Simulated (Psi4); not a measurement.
# One shape, several levels: CHAlFO+ (SMILES [O+]#[C][AlH][F])

Aim: a comparison of 4 runs (HF/STO-3G, HF/3-21G, wB97X/6-31G*, UHSE06/cc-pVDZ) of CHAlFO+. 

The results are computed with Psi4 1.11.

## (1) The structure to begin with

CHAlFO+ has 5 atoms, charge +1, and is taken as a singlet. SMILES: `[O+]#[C][AlH][F]`. Geometry: a GFN2-xTB relaxation, a rough one for these elements and not checked as a minimum.

Bond lengths: O1–C2 1.103 Å, C2–Al3 2.205 Å, Al3–F4 1.616 Å, Al3–H5 1.492 Å. Angles: O1–C2–Al3 171.0°, C2–Al3–F4 96.6°, C2–Al3–H5 117.4°, F4–Al3–H5 146.0°.

## (2) A single-point energy at HF/STO-3G (run 1)

Input file chalfo.in:

```
memory 1.6 GB

molecule {
  1 1
  O      0.875470    -1.765280     1.316800
  C      0.590070    -0.886690     0.714870
  Al    -0.292060     0.719910    -0.510680
  F     -1.742320     0.033220    -0.702740
  H      0.568840     1.898850    -0.818240
  units angstrom
  symmetry c1
  no_reorient
  no_com
}

set {
  basis         STO-3G
  puream        true
  e_convergence 1e-09
  d_convergence 1e-08
  scf_type      pk
}

E, wfn = energy('hf', return_wfn=True)
oeprop(wfn, 'MAYER_INDICES', 'DIPOLE', 'WIBERG_LOWDIN_INDICES', title='HF')
print_variables()
```

Run with:

```bash
$ psi4 -i chalfo.in -o chalfo.out -n 1
```

chalfo.out:

```text
[...]
  Running in c1 symmetry.
[...]
  Nuclear repulsion =  125.006586218126358
[...]
  Multiplicity = 1
[...]
  Nalpha       = 18
  Nbeta        = 18
[...]
    Number of basis functions: 25
[...]
   @RHF iter   1:  -448.60679115801105   -2.14120e+00   1.67443e-02 DIIS/ADIIS
[...]
   @RHF iter  12:  -448.75238887169183   -2.84217e-13   5.42692e-09 DIIS
[...]
    Orbital Energies [Eh]
    ---------------------
    Doubly Occupied:
       1A    -58.143977     2A    -26.068176     3A    -20.784747
       4A    -11.434882     5A     -5.063299     6A     -3.292124
       7A     -3.290599     8A     -3.289763     9A     -1.768060
      10A     -1.643712    11A     -0.988193    12A     -0.852935
      13A     -0.848849    14A     -0.843366    15A     -0.718465
      16A     -0.666785    17A     -0.657970    18A     -0.642894
[...]
  @RHF Final Energy:  -448.75238887169183
   => Energetics <=
    Nuclear Repulsion Energy =            125.0065862181263583
    One-Electron Energy =                -865.5203611448721404
    Two-Electron Energy =                 291.7613860550539471
    Total Energy =                       -448.7523888716918350
[...]
 Multipole Moments:
 ------------------------------------------------------------------------------------
     Multipole            Electronic (a.u.)      Nuclear  (a.u.)        Total (a.u.)
 ------------------------------------------------------------------------------------
 L = 1.  Multiply by 2.5417464519 to convert [e a0] to [Debye]
 Dipole X            :         16.2749345          -15.8068787            0.4680558
 Dipole Y            :         15.2482148          -14.9018511            0.3463637
 Dipole Z            :         -1.9784683            1.9688679           -0.0096004
 Magnitude           :                                                    0.5823541
[...]
```

Wall time 1.8 s (1 thread of Intel Xeon Platinum 8275CL at 3.00GHz (Skylake/Cascade Lake), shared host); peak memory 0.18 GiB.

## (3) Energy and forces at HF/3-21G (run 2)

Input file job.in:

```
memory 1600 mb

molecule molecule1 {
  1 1
  O      0.875470    -1.765280     1.316800
  C      0.590070    -0.886690     0.714870
  Al    -0.292060     0.719910    -0.510680
  F     -1.742320     0.033220    -0.702740
  H      0.568840     1.898850    -0.818240
  symmetry c1
}

set basis 3-21G
set puream true
set e_convergence 1e-09
set d_convergence 1e-08
set scf_type pk

result, w = gradient('scf', return_wfn=True)
```

Run with:

```bash
$ psi4 -n 1 job.in job.out
```

job.out:

```text
[...]
  Running in c1 symmetry.
[...]
  Nuclear repulsion =  125.006586218126358
[...]
  Multiplicity = 1
[...]
  Nalpha       = 18
  Nbeta        = 18
[...]
    Number of basis functions: 42
[...]
   @RHF iter   1:  -451.86513644321053   -9.66947e-01   1.08592e-02 ADIIS/DIIS
[...]
   @RHF iter  13:  -451.96612208253089   -5.11591e-13   2.21506e-09 DIIS
[...]
    Orbital Energies [Eh]
    ---------------------
    Doubly Occupied:
       1A    -58.382594     2A    -26.330148     3A    -20.873889
       4A    -11.609799     5A     -5.184664     6A     -3.488879
       7A     -3.488635     8A     -3.487478     9A     -1.840697
      10A     -1.743823    11A     -1.055764    12A     -0.934738
      13A     -0.909706    14A     -0.909325    15A     -0.847677
      16A     -0.812793    17A     -0.812511    18A     -0.738614
[...]
  @RHF Final Energy:  -451.96612208253089
   => Energetics <=
    Nuclear Repulsion Energy =            125.0065862181263583
    One-Electron Energy =                -867.0419505984447142
    Two-Electron Energy =                 290.0692422977874685
    Total Energy =                       -451.9661220825308874
[...]
 Multipole Moments:
 ------------------------------------------------------------------------------------
     Multipole            Electronic (a.u.)      Nuclear  (a.u.)        Total (a.u.)
 ------------------------------------------------------------------------------------
 L = 1.  Multiply by 2.5417464519 to convert [e a0] to [Debye]
 Dipole X            :         -0.8894915            2.2126737            1.3231822
 Dipole Y            :          0.1424443            0.8632822            1.0057265
 Dipole Z            :         -0.4338164            0.3966774           -0.0371390
 Magnitude           :                                                    1.6624308
[...]
  -Total Gradient:
     Atom            X                  Y                   Z
    ------   -----------------  -----------------  -----------------
       1       -0.010530669984     0.017534859269    -0.013642048056
       2        0.011821944437    -0.016179142254     0.013259171972
       3        0.002442195656     0.011402226713    -0.005109562227
       4        0.008303206716     0.003431918794     0.001361297667
       5       -0.012036676825    -0.016189862523     0.004131140649
[...]
```

Run time: 2 s. Hardware: 1 thread of Intel Xeon Platinum 8275CL at 3.00GHz (Skylake/Cascade Lake), shared host; peak memory 0.18 GiB.

## (4) Energy and gradient at wB97X/6-31G(d) (spherical functions) (run 3)

Input file chalfo.dat:

```
memory 1600 MB

molecule mol {
  1 1
  O      0.875470    -1.765280     1.316800
  C      0.590070    -0.886690     0.714870
  Al    -0.292060     0.719910    -0.510680
  F     -1.742320     0.033220    -0.702740
  H      0.568840     1.898850    -0.818240
  symmetry c1
  no_reorient
  no_com
}

set basis 6-31G*
set puream true
set e_convergence 1e-09
set d_convergence 1e-08
set scf_type pk
set dft_radial_points 99
set dft_spherical_points 590

e_tot, wfn = gradient("wb97x", return_wfn=True)
oeprop(wfn, "QUADRUPOLE", "DIPOLE", "WIBERG_LOWDIN_INDICES")
```

Run with:

```bash
$ psi4 -i chalfo.dat -o chalfo.out -n 1
```

chalfo.out:

```text
[...]
  Running in c1 symmetry.
[...]
  Nuclear repulsion =  125.006586218126358
[...]
  Multiplicity = 1
[...]
  Nalpha       = 18
  Nbeta        = 18
[...]
    Number of basis functions: 62
[...]
   @RKS iter   1:  -455.78119615178787   -7.71677e-01   8.22239e-03 ADIIS/DIIS
[...]
   @RKS iter  11:  -455.88466213773069   -9.66338e-13   3.38271e-09 DIIS
[...]
  @RKS Final Energy:  -455.88466213773069
   => Energetics <=
    Nuclear Repulsion Energy =            125.0065862181263583
    One-Electron Energy =                -870.6091460998561615
    Two-Electron Energy =                 321.4281268824313997
    DFT Exchange-Correlation Energy =     -31.7102291384322861
    Empirical Dispersion Energy =           0.0000000000000000
    VV10 Nonlocal Energy =                  0.0000000000000000
    Total Energy =                       -455.8846621377306860
[...]
  -Total Gradient:
     Atom            X                  Y                   Z
    ------   -----------------  -----------------  -----------------
       1       -0.015018319501     0.038554016243    -0.027222888784
       2        0.016658185677    -0.039793797640     0.028451402029
       3        0.007998231450     0.014341100702    -0.004600321489
       4        0.002806923909     0.001940138962     0.000026270564
       5       -0.012155395584    -0.014792004225     0.003321639799
[...]
 Multipole Moments:
 ------------------------------------------------------------------------------------
     Multipole            Electronic (a.u.)      Nuclear  (a.u.)        Total (a.u.)
 ------------------------------------------------------------------------------------
 L = 1.  Multiply by 2.5417464519 to convert [e a0] to [Debye]
 Dipole X            :         16.4957980          -15.8068787            0.6889193
 Dipole Y            :         15.2161942          -14.9018511            0.3143431
 Dipole Z            :         -1.8747492            1.9688679            0.0941186
 Magnitude           :                                                    0.7630725
 L = 2.  Multiply by 1.3450342976 to convert [e a0^2] to [Debye ang]
 Quadrupole XX       :       -151.0994547          132.0374607          -19.0619940
 Quadrupole XY       :         60.7017659          -63.1256035           -2.4238376
[...]
```

Run time: 14 s. Hardware: 1 thread of Intel Xeon Platinum 8275CL at 3.00GHz (Skylake/Cascade Lake), shared host; peak memory 0.66 GiB.

## (5) The charge distribution at UHSE06/cc-pVDZ (density fitting, C-PCM chloroform) (run 4)

Input file chalfo.py:

```python
import psi4

psi4.set_memory(1600000000)
psi4.set_num_threads(1)
psi4.set_output_file('run.log', False)

m = psi4.geometry("""
1 1
O      1.65439853    -3.33589573     2.48839136
C      1.11507069    -1.67560126     1.35090851
Al    -0.55191341     1.36043273    -0.96504534
F     -3.29250762     0.06277670    -1.32798614
H      1.07495181     3.58830645    -1.54624950
units au
symmetry c1
""")

psi4.set_options({
    'basis': 'cc-pVDZ',
    'reference': 'uks',
    'scf_type': 'df',
    'scf_initial_accelerator': 'adiis',
    'dft_pruning_scheme': 'none',
    'soscf': True,
    'pcm': True,
})
psi4.pcm_helper("""
  Units = Angstrom
  Medium {
    SolverType = CPCM
    Solvent = Chloroform
  }
  Cavity {
    Type = GePol
    RadiiSet = UFF
    Scaling = False
    Area = 0.3
    Mode = Implicit
  }
""")

e_tot, wfn = psi4.energy("HSE06", molecule=m, return_wfn=True)
psi4.oeprop(wfn, "MBIS_CHARGES", "MAYER_INDICES")
print('E =', round(e_tot, 9))
for k, v in sorted(psi4.core.scalar_variables().items()):
    print(f'{k:45s} {v:18.10f}')
```

Run with:

```bash
$ python chalfo.py
```

run.log:

```text
[...]
  Running in c1 symmetry.
[...]
  Nuclear repulsion =  125.006586348743241
[...]
  Multiplicity = 1
[...]
  Nalpha       = 18
  Nbeta        = 18
[...]
    Number of basis functions: 65
[...]
   @DF-UKS iter   1:  -455.66434805127386   -4.68514e-01   7.72390e-03 DIIS/ADIIS
[...]
   @DF-UKS iter   7:  -455.75254308922695   -5.59476e-08   4.00097e-07 SOKS, nmicro=conv
[...]
   @S^2 Observed:                3.552713679E-14
[...]
    Orbital Energies [Eh]
    ---------------------
    Alpha Occupied:
       1A    -56.320792     2A    -24.818679     3A    -19.423981
       4A    -10.460487     5A     -4.324821     6A     -2.857386
       7A     -2.855268     8A     -2.851042     9A     -1.299173
      10A     -1.249588    11A     -0.681425    12A     -0.587043
      13A     -0.581334    14A     -0.578335    15A     -0.527376
      16A     -0.486996    17A     -0.483527    18A     -0.434503
    Alpha Virtual:
      19A     -0.165486    20A     -0.145074    21A     -0.085268
      22A     -0.071722    23A     -0.038661    24A      0.063313
      25A      0.085721    26A      0.150924    27A      0.165399
[...]
  @DF-UKS Final Energy:  -455.75254308922695
   => Energetics <=
    Nuclear Repulsion Energy =            125.0065863487432409
    One-Electron Energy =                -870.3468713020249652
    Two-Electron Energy =                 322.7156693293418357
    DFT Exchange-Correlation Energy =     -33.0336842427132709
    Empirical Dispersion Energy =           0.0000000000000000
    VV10 Nonlocal Energy =                  0.0000000000000000
    PCM Polarization Energy =              -0.0942432225737550
    Total Energy =                       -455.7525430892269469
[...]
 Multipole Moments:
 ------------------------------------------------------------------------------------
     Multipole            Electronic (a.u.)      Nuclear  (a.u.)        Total (a.u.)
 ------------------------------------------------------------------------------------
 L = 1.  Multiply by 2.5417464519 to convert [e a0] to [Debye]
 Dipole X            :         -0.8521853            2.2126737            1.3604884
 Dipole Y            :         -0.0261035            0.8632822            0.8371788
 Dipole Z            :         -0.3261395            0.3966774            0.0705380
 Magnitude           :                                                    1.5989911
[...]
```

Standard output:

```text
E = -455.752543089
CURRENT ENERGY                                   -455.7525430892
CURRENT REFERENCE ENERGY                         -455.7525430892
DD SOLVATION ENERGY                                 0.0000000000
DFT FUNCTIONAL TOTAL ENERGY                      -455.6582998667
DFT TOTAL ENERGY                                 -455.6582998667
DFT VV10 ENERGY                                     0.0000000000
DFT XC ENERGY                                     -33.0336842427
GRID ELECTRONS ALPHA                               18.0000181988
GRID ELECTRONS BETA                                18.0000181988
GRID ELECTRONS TOTAL                               36.0000363976
NUCLEAR REPULSION ENERGY                          125.0065863487
ONE-ELECTRON ENERGY                              -870.3468713020
PCM POLARIZATION ENERGY                            -0.0942432226
PE ENERGY                                           0.0000000000
SCF ITERATION ENERGY                             -455.7525430892
SCF ITERATIONS                                      7.0000000000
SCF TOTAL ENERGY                                 -455.7525430892
TWO-ELECTRON ENERGY                               322.7156693293
XC GRID RADIAL POINTS                              75.0000000000
XC GRID SPHERICAL POINTS                          302.0000000000
XC GRID TOTAL POINTS                           109388.0000000000
```

It took 55 s on 1 thread of Intel Xeon Platinum 8275CL at 3.00GHz (Skylake/Cascade Lake), shared host; peak memory 0.44 GiB.

Atomic charges (e):

```
atom    MBIS
  O1  +0.020
  C2  +0.208
 Al3  +1.698
  F4  -0.578
  H5  -0.349
```

## (6) All runs side by side

```
run                                               level        task         integration grid  energy (Eh)  HOMO energy (eV)  LUMO energy (eV)  HOMO–LUMO gap (eV)  wall time
  1                                           HF/STO-3G      energy                        –  -448.752389            -17.49             -0.31               17.19      1.8 s
  2                                            HF/3-21G    gradient                        –  -451.966122            -20.10             -5.12               14.98        2 s
  3                  wB97X/6-31G* (spherical functions)    gradient  99 radial × 590 angular  -455.884662            -18.95             -6.20               12.75       14 s
  4  UHSE06/cc-pVDZ (density fitting, C-PCM chloroform)  properties  75 radial × 302 angular  -455.752543            -11.82             -4.50                7.32       55 s
```

## (7) Outcome

| quantity | value |
| --- | --- |
| run 4: total energy | -455.75254 Eh |
| run 4: HOMO energy | -11.82 eV |
| run 4: LUMO energy | -4.50 eV |
| run 4: HOMO–LUMO gap | 7.32 eV |
| run 4: solvent term in the energy | -247.4 kJ/mol |

What this shows: The HOMO–LUMO gap runs from 7.32 eV (UHSE06/cc-pVDZ) to 17.19 eV (HF/STO-3G). The two ends differ in method and basis and solvent. Totals of different functionals can't be ranked against each other. In run 1 the basis is minimal, so the values are rough. All runs together took 73 s, the longest 55 s.
